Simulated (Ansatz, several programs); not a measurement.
BBi (wurtzite), relaxed with PBE in Ansatz (plane waves, PAW): space group P6_3mc (No. 186), hexagonal; a = 3.889 Å, c = 6.406 Å in the conventional setting, 20.98 Å³ an atom. B is surrounded by 4 Bi at 2.38–2.40 Å; Bi is surrounded by 4 B at 2.38–2.40 Å. The cell was then scaled with its shape and fractional coordinates held, which makes it stiffer than a relaxed compression. The cell comes from a prototype generator: it can be a known phase or a hypothetical one. Spin polarisation is off.

```tsv
V (Å³/atom)	E (meV/atom)
19.721	18.86
20.350	4.31
20.980	0.00
22.239	15.07
```

(1) Pass a cubic E = c₀ + c₁u + c₂u² + c₃u³, with u = V − 20.823 Å³, through these points.

(2) Where is the minimum, and what bulk modulus follows?

(3) Predict the energy and the pressure at the withheld volume, 21.609 Å³.

Answers

(1) c₀ = 0.21, c₁ = -3.077, c₂ = 11.261, c₃ = -1.1839 (meV and Å³).

(2) dE/du = 0 at u = +0.140, so V₀ = 20.96 Å³. B = V₀ d²E/dV² = 20.96 × (2c₂ + 6c₃u) = 20.96 × 21.529 = 451 meV/Å³, and 1 meV/Å³ is 0.16022 GPa: 72 GPa. A third-order Birch-Murnaghan fit to all five points gives 20.96 Å³ and 71 GPa.

(3) With u = +0.786: E ≈ 4.17 meV and P = −dE/dV ≈ -1.99 GPa. The run gives 4.16 meV and, from its stress, -1.97 GPa.
